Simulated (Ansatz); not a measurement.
GaGe under changes of volume

One of the cells (24.335 Å³/atom); the others are scaled copies at fixed shape and fractional positions:

```
Ge Ga
1.0
     0.00000    2.89784    2.89784
     2.89784    0.00000    2.89784
     2.89784    2.89784    0.00000
Ge Ga
1 1
Direct
  0.00000 0.00000 0.00000
  0.25000 0.25000 0.25000
```

The cell comes from a database or a generator and needn't be the stable form of this composition.

- Program: Ansatz 0.2.0
- Functional: r2SCAN
- Potentials or basis: Ansatz PAW
- Cutoff: 500 eV (not typed: the program's choice for these potentials)
- k mesh: 8 × 8 × 8
- Occupations: fermi-dirac, width 0.05 eV
- Spin: no spin polarisation

```tsv
volume (Å³/atom)	energy over the lowest point (meV/atom)	pressure (GPa)
22.875	1.88	1.2
23.361	0.00	0.0
23.848	1.73	-1.1
24.335	6.75	-2.2
24.821	?	?
25.308	25.29	-3.9
25.795	38.16	-4.6
```

What does the run at 24.821 Å³/atom give?

Energy over the lowest point 14.73 meV/atom; pressure -3.1 GPa.

Worked out: A Birch-Murnaghan fit of order 3 (a polynomial in V^(-2/3)) to the other rows has its minimum at 23.36 Å³/atom with B0 = V·E''(V) = 58 GPa and B' = 4.5. It gives 14.71 meV/atom at 24.821 Å³/atom, against the run's 14.73, and -dE/dV = -3.1 GPa, against -3.1.

Energies are extrapolated to zero smearing.

Caveats: the PAW data sets come from PBE, with cores solved anew for the run's functional, which leaves a small shift of forces and pressure.
